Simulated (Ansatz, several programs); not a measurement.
HgTe built on the zincblende prototype, relaxed with r2SCAN in Ansatz (plane waves, PAW): the symmetry is F-43m (No. 216, cubic); conventional cell a = 6.578 Å, 35.58 Å³ an atom. Around Hg lie 4 Te at 2.85 Å; around Te lie 4 Hg at 2.85 Å. The cell was then scaled with its shape and fractional coordinates held. The values are computed, spin-unpolarised, and not measurements.

| V (Å³/atom) | E (meV/atom) |
| --- | --- |
| 33.449 | 17.50 |
| 35.584 | 0.00 |
| 36.651 | 4.02 |
| 37.719 | 14.65 |

**Question.** Pass a cubic E = c₀ + c₁u + c₂u² + c₃u³, with u = V − 35.851 Å³, through these points.

**Answer.** c₀ = 0.31, c₁ = +2.070, c₂ = 3.369, c₃ = -0.1965 (meV and Å³).

**Question.** Where is the minimum, and what bulk modulus follows?

**Answer.** dE/du = 0 at u = -0.299, so V₀ = 35.55 Å³. B = V₀ d²E/dV² = 35.55 × (2c₂ + 6c₃u) = 35.55 × 7.091 = 252 meV/Å³, and 1 meV/Å³ is 0.16022 GPa: 40 GPa. A third-order Birch-Murnaghan fit to all five points gives 35.55 Å³ and 40 GPa.

**Question.** Predict the energy and the pressure at the withheld volume, 34.516 Å³.

**Answer.** With u = -1.335: E ≈ 4.02 meV and P = −dE/dV ≈ +1.28 GPa. The run gives 3.97 meV and, from its stress, +1.27 GPa.
